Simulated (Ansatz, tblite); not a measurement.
**The cluster ZrGe₁₀: rung by rung**

How do method and basis change the picture of the cluster ZrGe₁₀ (singlet)?

Program: Ansatz 0.2.0, Gaussian basis. Level of theory: as each input shows. These are calculated values, not measurements.

Plan: GFN1-xTB, GFN2-xTB, PBE-D4/def2-TZVP, r2SCAN-D4/def2-TZVP, CAM-B3LYP-D4/def2-TZVP, PBE-D4/def2-SVP, PBE0-D4/def2-SVP, MP2/def2-TZVP, RPA/def2-TZVP.

2 further runs of the same task are left out: 2 set aside as unsound or not needed. Runs told in other sessions of the task aren't counted.

**1. The structure**

The geometry is that of the singlet, from an earlier relaxation (r2SCAN-D4/def2-SVP). At that level it is the lowest of the isomers that a small search found.

11 atoms, charge 0, spin multiplicity 1.

Bond lengths: Zr1–Ge2 2.739 Å, Zr1–Ge3 3.114 Å, Zr1–Ge4 3.010 Å, Zr1–Ge5 2.757 Å, Zr1–Ge6 3.094 Å, Zr1–Ge7 2.975 Å, Zr1–Ge8 3.229 Å, Zr1–Ge9 2.732 Å, Zr1–Ge10 2.729 Å, Zr1–Ge11 3.376 Å, Ge2–Ge7 2.684 Å, Ge2–Ge11 2.504 Å, Ge3–Ge5 2.468 Å, Ge3–Ge8 2.592 Å, Ge3–Ge10 2.471 Å, Ge4–Ge7 2.689 Å, Ge4–Ge8 2.594 Å, Ge4–Ge11 2.579 Å and more. Angles: Ge2–Zr1–Ge3 120.5°, Ge2–Zr1–Ge4 61.2°, Ge2–Zr1–Ge5 156.0°, Ge2–Zr1–Ge6 112.4°, Ge2–Zr1–Ge7 55.8°, Ge2–Zr1–Ge8 97.5°, Ge2–Zr1–Ge9 75.4°, Ge2–Zr1–Ge10 92.7°, Ge2–Zr1–Ge11 46.9°, Ge3–Zr1–Ge4 60.3°, Ge3–Zr1–Ge5 49.2°, Ge3–Zr1–Ge6 82.5°, Ge3–Zr1–Ge7 95.5°, Ge3–Zr1–Ge8 48.2°, Ge3–Zr1–Ge9 130.3°, Ge3–Zr1–Ge10 49.5°, Ge3–Zr1–Ge11 84.6°, Ge4–Zr1–Ge5 101.1° and more.

Zr takes a core potential in the def2 sets. No spin-orbit coupling is included.

PBE0-D4/def2-TZVP was run before; its log isn't repeated, and its numbers join the tables.

**2. GFN1-xTB**

Tight binding, by tblite at 300 K electronic temperature and without a spin-polarisation term:

```python
tblite.interface.Calculator('GFN1-xTB', numbers, positions, charge=0, uhf=0).singlepoint()
```

Energy -494.9637 eV, HOMO -10.34 eV, LUMO -10.07 eV; 0.068 s.

**3. GFN2-xTB**

Tight binding, by tblite at 300 K electronic temperature and without a spin-polarisation term:

```python
tblite.interface.Calculator('GFN2-xTB', numbers, positions, charge=0, uhf=0).singlepoint()
```

Energy -580.3160 eV, HOMO -7.44 eV, LUMO -7.35 eV; 0.13 s.

**4. PBE-D4/def2-TZVP**

start.molden holds the orbitals of an earlier run on this state, given as this run's starting guess.

Contents of in.yaml:

```yaml
crystal:
  periodic: [false, false, false]
  atoms:
    - {symbol: Zr, position_ang: [1.107469, 0.089585, -0.473853]}
    - {symbol: Ge, position_ang: [0.208275, -2.311669, -1.436261]}
    - {symbol: Ge, position_ang: [-0.860819, 2.470395, -0.079465]}
    - {symbol: Ge, position_ang: [-1.859241, -0.382636, -0.656035]}
    - {symbol: Ge, position_ang: [1.200173, 2.233774, 1.256637]}
    - {symbol: Ge, position_ang: [1.183698, 0.165186, 2.617797]}
    - {symbol: Ge, position_ang: [-0.479966, -1.858981, 1.118072]}
    - {symbol: Ge, position_ang: [-1.254773, 0.597478, 1.667824]}
    - {symbol: Ge, position_ang: [2.028545, -1.759012, 1.314858]}
    - {symbol: Ge, position_ang: [-0.345867, 1.508806, -2.296973]}
    - {symbol: Ge, position_ang: [-0.927503, -0.752925, -3.032601]}
basis:
  gaussian: {orbitals: def2-TZVP, fitting: {mean_field: def2-universal-jkfit}, initial_orbitals: start.molden}
hamiltonian: {xc: pbe, dispersion: d4}
scf: {omitted_lower_state_checks: [starts]}
output: {forces: true, orbitals: {seedname: orbitals}}
```

On the command line:

```console
$ ansatz run in.yaml --threads 2 --pin off --events-out ev --progress --plain --max-ram 32768MiB --backend cuda --devices 0, --max-vram 18GiB
```

Standard output (excerpt; [...] marks lines left out):

```text
Functional definition: PBE
  name "PBE"
  cite "Perdew, Burke & Ernzerhof, Phys. Rev. Lett. 77, 3865 (1996) doi:10.1103/PhysRevLett.77.3865"
  parent pbe
[...]
2915 factors; integrals over basis functions are off by at most 9.1e-1 eV
[...]
mean field -566387.02785083 eV, -20814.3393626017 hartree, gradient 2.1e-5 eV, S^2 0.000000; 0 other end points of the search recorded, 0 dependent functions left out
[...]
reference -566387.02789855 eV, -20814.3393643557 hartree; 166, 166 occupied and 354, 354 virtual orbitals, 2915 factors
Total energy: -566388.21516087 eV, -20814.3829954412 hartree
Atom 0 at     1.107469     0.089585    -0.473853 Å, force     0.070374    -0.020754     0.018394 eV/Å
Atom 1 at     0.208275    -2.311669    -1.436261 Å, force     0.113747    -0.172095    -0.030581 eV/Å
Atom 2 at    -0.860819     2.470395    -0.079465 Å, force    -0.178445     0.179056    -0.003976 eV/Å
Atom 3 at    -1.859241    -0.382636    -0.656035 Å, force    -0.171287     0.000054     0.060907 eV/Å
Atom 4 at     1.200173     2.233774     1.256637 Å, force     0.134530     0.186199     0.035877 eV/Å
Atom 5 at     1.183698     0.165186     2.617797 Å, force     0.003734    -0.045505     0.182524 eV/Å
Atom 6 at    -0.479966    -1.858981     1.118072 Å, force    -0.120607    -0.078581     0.112771 eV/Å
Atom 7 at    -1.254773     0.597478     1.667824 Å, force    -0.071267     0.041014     0.108826 eV/Å
Atom 8 at     2.028545    -1.759012     1.314858 Å, force     0.197665    -0.151866    -0.073182 eV/Å
Atom 9 at    -0.345867     1.508806    -2.296973 Å, force     0.082348     0.165674    -0.164749 eV/Å
Atom 10 at    -0.927503    -0.752925    -3.032601 Å, force    -0.060793    -0.103197    -0.246811 eV/Å
Dipole moment:     0.358498     0.126131    -0.273263 e Å
Checks for a lower state left out: starts
```

It took 6.5 s on 1 × H100 (card shared with other runs) with 2 threads of AMD EPYC 7R13, shared host; peak host memory 1.1 GiB.

From the report: HOMO -5.11 eV, LUMO -3.89 eV.

**5. r2SCAN-D4/def2-TZVP**

in.yaml, as its differences from that of step 4:

```diff
@@ -16,4 +16,4 @@
   gaussian: {orbitals: def2-TZVP, fitting: {mean_field: def2-universal-jkfit}, initial_orbitals: start.molden}
-hamiltonian: {xc: pbe, dispersion: d4}
+hamiltonian: {xc: r2scan, dispersion: d4}
 scf: {omitted_lower_state_checks: [starts]}
-output: {forces: true, orbitals: {seedname: orbitals}}
+output: {orbitals: {seedname: orbitals}}
```

Same command.

Standard output:

```text
Functional definition: r2SCAN
  name "r2SCAN"
  cite "Furness, Kaplan, Ning, Perdew & Sun, J. Phys. Chem. Lett. 11, 8208 (2020) doi:10.1021/acs.jpclett.0c02405"
  cite "Furness, Kaplan, Ning, Perdew & Sun, J. Phys. Chem. Lett. 11, 9248 (2020) doi:10.1021/acs.jpclett.0c03077"
  parent r2scan
  parameter k0 = 0.174
  parameter k1 = 0.065
  parameter a1 = 4.9479
  exchange = r2scan_x(k0 = k0, k1 = k1, a1 = a1)
  correlation = r2scan_c
these checks for a lower state are left out or cut short: starts
2915 factors; integrals over basis functions are off by at most 9.1e-1 eV
mean field evaluation 1: about -566468.7469 eV, gradient 1.7e1 eV
mean field evaluation 2: about -566468.9783 eV, gradient 3.3e-1 eV
mean field evaluation 4: about -566469.0045 eV, gradient 7.3e-2 eV
mean field -566469.00446208 eV, -20817.3519474997 hartree, gradient 3.8e-5 eV, S^2 0.000000; 0 other end points of the search recorded, 0 dependent functions left out
reference -566469.00447587 eV, -20817.3519480063 hartree; 166, 166 occupied and 354, 354 virtual orbitals, 2915 factors
Total energy: -566469.24807956 eV, -20817.3609002768 hartree
Checks for a lower state left out: starts
```

Wall time 9 s (1 × H100 (card shared with other runs) with 2 threads of AMD EPYC 7R13, shared host); peak host memory 1.1 GiB.

Report: HOMO -5.36 eV, LUMO -4.00 eV.

**6. CAM-B3LYP-D4/def2-TZVP**

in.yaml, as its differences from that of step 5:

```diff
@@ -16,3 +16,3 @@
   gaussian: {orbitals: def2-TZVP, fitting: {mean_field: def2-universal-jkfit}, initial_orbitals: start.molden}
-hamiltonian: {xc: r2scan, dispersion: d4}
+hamiltonian: {xc: {name: CAM-B3LYP}, dispersion: d4}
 scf: {omitted_lower_state_checks: [starts]}
```

Launched as before.

Standard output (excerpt; [...] marks lines left out):

```text
Functional definition: CAM-B3LYP
  name "CAM-B3LYP"
  cite "Yanai, Tew & Handy, Chem. Phys. Lett. 393, 51 (2004) doi:10.1016/j.cplett.2004.06.011"
  cite "Iikura, Tsuneda, Yanai & Hirao, J. Chem. Phys. 115, 3540 (2001) doi:10.1063/1.1383587"
  cite "Becke, Phys. Rev. A 38, 3098 (1988) doi:10.1103/PhysRevA.38.3098"
  cite "Lee, Yang & Parr, Phys. Rev. B 37, 785 (1988) doi:10.1103/PhysRevB.37.785"
  cite "Vosko, Wilk & Nusair, Can. J. Phys. 58, 1200 (1980) doi:10.1139/p80-159"
[...]
  # Exact exchange under (alpha + beta erf(omega r))/r, Becke's under what is left of 1/r.
[...]
2915 factors; integrals over basis functions are off by at most 9.1e-1 eV
2915 factors; integrals over basis functions are off by at most 2.8e-6 eV
[...]
mean field -566498.09183171 eV, -20818.4208886173 hartree, gradient 1.8e-5 eV, S^2 0.000000; 0 other end points of the search recorded, 0 dependent functions left out
reference -566498.09198382 eV, -20818.4208942073 hartree; 166, 166 occupied and 354, 354 virtual orbitals, 2915 factors
Total energy: -566499.24580994 eV, -20818.4632965352 hartree
Checks for a lower state left out: starts
```

It took 12 s on 1 × H100 (card shared with other runs) with 2 threads of AMD EPYC 7R13, shared host; peak host memory 1.1 GiB.

From the report: HOMO -6.69 eV, LUMO -2.74 eV.

**7. PBE-D4/def2-SVP**

in.yaml, as its differences from that of step 6:

```diff
@@ -15,4 +15,4 @@
 basis:
-  gaussian: {orbitals: def2-TZVP, fitting: {mean_field: def2-universal-jkfit}, initial_orbitals: start.molden}
-hamiltonian: {xc: {name: CAM-B3LYP}, dispersion: d4}
+  gaussian: {orbitals: def2-SVP, initial_orbitals: start.molden}
+hamiltonian: {xc: pbe, dispersion: d4}
 scf: {omitted_lower_state_checks: [starts]}
```

Same command.

Standard output:

```text
Functional definition: PBE
  name "PBE"
  cite "Perdew, Burke & Ernzerhof, Phys. Rev. Lett. 77, 3865 (1996) doi:10.1103/PhysRevLett.77.3865"
  parent pbe
  parameter kappa = 0.804
  parameter beta = 0.06672455060314922
  exchange = pbe_x(kappa = kappa, mu = beta*pi^2/3)
  correlation = pbe_c(beta = beta)
these checks for a lower state are left out or cut short: starts
3788 factors; their error is unknown
mean field evaluation 1: about -566315.2783 eV, gradient 1.9e1 eV
mean field evaluation 2: about -566315.7845 eV, gradient 5.0e-1 eV
mean field evaluation 4: about -566315.4529 eV, gradient 1.1e-1 eV
mean field -566315.45292289 eV, -20811.7090325152 hartree, gradient 3.4e-5 eV, S^2 0.000000; 0 other end points of the search recorded, 0 dependent functions left out
reference -566315.45296928 eV, -20811.7090342199 hartree; 166, 166 occupied and 185, 185 virtual orbitals, 3788 factors
Total energy: -566316.64023160 eV, -20811.7526653054 hartree
Checks for a lower state left out: starts
```

Wall time 6.5 s (1 × H100 (card shared with other runs) with 2 threads of AMD EPYC 7R13, shared host); peak host memory 1 GiB.

HOMO -5.18 eV, LUMO -3.94 eV.

**8. PBE0-D4/def2-SVP**

in.yaml, as its differences from that of step 7:

```diff
@@ -16,3 +16,3 @@
   gaussian: {orbitals: def2-SVP, initial_orbitals: start.molden}
-hamiltonian: {xc: pbe, dispersion: d4}
+hamiltonian: {xc: pbe0, dispersion: d4}
 scf: {omitted_lower_state_checks: [starts]}
```

Same command.

Standard output:

```text
Functional definition: PBE0
  name "PBE0"
  cite "Adamo & Barone, J. Chem. Phys. 110, 6158 (1999) doi:10.1063/1.478522"
  cite "Perdew, Burke & Ernzerhof, Phys. Rev. Lett. 77, 3865 (1996) doi:10.1103/PhysRevLett.77.3865"
  parent pbe
  parameter a = 0.25
  parameter kappa = 0.804
  parameter beta = 0.06672455060314922
  exchange = (1 - a)*pbe_x(kappa = kappa, mu = beta*pi^2/3) + a*exact_x
  correlation = pbe_c(beta = beta)
these checks for a lower state are left out or cut short: starts
3460 factors; integrals over basis functions are off by at most 4.0e-4 eV
mean field evaluation 1: about -566327.5239 eV, gradient 8.7e0 eV
mean field evaluation 2: about -566327.6073 eV, gradient 9.0e-2 eV
mean field evaluation 4: about -566327.6507 eV, gradient 2.4e-4 eV
mean field -566327.65071821 eV, -20812.1572932252 hartree, gradient 2.7e-5 eV, S^2 0.000000; 0 other end points of the search recorded, 0 dependent functions left out
reference -566327.65075245 eV, -20812.1572944835 hartree; 166, 166 occupied and 185, 185 virtual orbitals, 3460 factors
Total energy: -566328.70137926 eV, -20812.1959043066 hartree
Checks for a lower state left out: starts
```

It took 8.5 s on 1 × H100 (card shared with other runs) with 2 threads of AMD EPYC 7R13, shared host; peak host memory 1.1 GiB.

Report: HOMO -5.95 eV, LUMO -3.58 eV.

**9. MP2/def2-TZVP**

in.yaml, as its differences from that of step 8:

```diff
@@ -15,4 +15,4 @@
 basis:
-  gaussian: {orbitals: def2-SVP, initial_orbitals: start.molden}
-hamiltonian: {xc: pbe0, dispersion: d4}
+  gaussian: {orbitals: def2-TZVP, initial_orbitals: start.molden}
+correlation: {method: mp2}
 scf: {omitted_lower_state_checks: [starts]}
```

Launched as before.

Standard output (excerpt; [...] marks lines left out):

```text
Functional definition: HF
  name "HF"
  cite "Fock, Z. Phys. 61, 126 (1930) doi:10.1007/BF01340294"
  parent pbe
[...]
3624 factors; integrals over basis functions are off by at most 8.7e-4 eV
[...]
mean field -566003.85254474 eV, -20800.2579298284 hartree, gradient 8.4e-6 eV, S^2 0.000000; 0 other end points of the search recorded, 0 dependent functions left out; unrestricted orbitals would lower it
90 core orbitals not correlated: weight in the atoms' cores, before any rotation towards them, 1.000 or more for the frozen orbitals, at most 0.000 for the correlated occupied ones
reference -566003.85254474 eV, -20800.2579298284 hartree; 76, 76 occupied and 354, 354 virtual orbitals, 3624 factors
second order -81.92988975 eV of doubles, -0.00000000 eV of singles
Total energy: -566085.78243449 eV, -20803.2687977428 hartree
Checks for a lower state left out: starts
```

Wall time 13 s (1 × H100 (card shared with other runs) with 2 threads of AMD EPYC 7R13, shared host); peak host memory 1.2 GiB.

From the report: Hartree-Fock HOMO -7.13 eV, LUMO -1.40 eV. Doubts: restricted state is unstable towards broken spin symmetry.

**10. RPA/def2-TZVP**

in.yaml, as its differences from that of step 9:

```diff
@@ -16,4 +16,4 @@
   gaussian: {orbitals: def2-TZVP, initial_orbitals: start.molden}
-correlation: {method: mp2}
+hamiltonian: {xc: pbe}
+correlation: {method: rpa}
 scf: {omitted_lower_state_checks: [starts]}
-output: {orbitals: {seedname: orbitals}}
```

The command is unchanged.

Standard output (excerpt; [...] marks lines left out):

```text
Functional definition: PBE
  name "PBE"
  cite "Perdew, Burke & Ernzerhof, Phys. Rev. Lett. 77, 3865 (1996) doi:10.1103/PhysRevLett.77.3865"
  parent pbe
[...]
3624 factors; integrals over basis functions are off by at most 8.7e-4 eV
[...]
mean field -566387.02182415 eV, -20814.3391411254 hartree, gradient 9.1e-6 eV, S^2 0.000000; 0 other end points of the search recorded, 0 dependent functions left out
90 core orbitals not correlated: weight in the atoms' cores, before any rotation towards them, 1.000 or more for the frozen orbitals, at most 0.000 for the correlated occupied ones
reference -565997.39727022 eV, -20800.0207028654 hartree; 76, 76 occupied and 354, 354 virtual orbitals, 3624 factors
Total energy: -566107.76246711 eV, -20804.0765490432 hartree
Checks for a lower state left out: starts
```

It took 11 s on 1 × H100 (card shared with other runs) with 2 threads of AMD EPYC 7R13, shared host; peak host memory 3.7 GiB.

**11. Levels side by side**

```
                 level  functions  HOMO (eV)  LUMO (eV)  gap (eV)   time
       PBE-D4/def2-SVP        351      -5.18      -3.94      1.24  6.5 s
      PBE-D4/def2-TZVP        520      -5.11      -3.89      1.23  6.5 s
   r2SCAN-D4/def2-TZVP        520      -5.36      -4.00      1.36    9 s
      PBE0-D4/def2-SVP        351      -5.95      -3.58      2.36  8.5 s
     PBE0-D4/def2-TZVP        520      -5.85      -3.50      2.35    9 s
CAM-B3LYP-D4/def2-TZVP        520      -6.69      -2.74      3.95   12 s
```

The pieces so far (eV):

```
    basis            HF  MP2 correlation               total
def2-TZVP  -566003.8525         -81.9299  -566085.7824 (MP2)
```

**12. Binding energy**

Free atoms were run apart at each level; binding is atoms less cluster, divided by the number of atoms, without zero-point or spin-orbit terms.

```
                 level  binding an atom (eV)
          HF/def2-TZVP                 1.497
      PBE0-D4/def2-SVP                 3.402
     PBE0-D4/def2-TZVP                 3.439
CAM-B3LYP-D4/def2-TZVP                 3.030
         MP2/def2-TZVP                 3.895
```

**13. Summary of results**

```
                                                 quantity                                     value
gap in def2-TZVP, named functionals, smallest and largest  1.23 eV (PBE-D4), 3.95 eV (CAM-B3LYP-D4)
                        correlation energy, MP2/def2-TZVP                                 -81.93 eV
                binding an atom, functionals in def2-TZVP  3.03 (CAM-B3LYP-D4) to 3.44 eV (PBE0-D4)
          PBE0 total energy, smallest basis above largest            71.52 eV (def2-SVP, def2-TZVP)
```

What this shows: Over the named functionals in def2-TZVP the gap runs from 1.23 eV (PBE-D4) to 3.95 eV (CAM-B3LYP-D4); exact exchange widens it.

The slowest run with a step of its own, MP2/def2-TZVP, took 13 s; the quickest functional in def2-TZVP took 6.5 s (shared host).
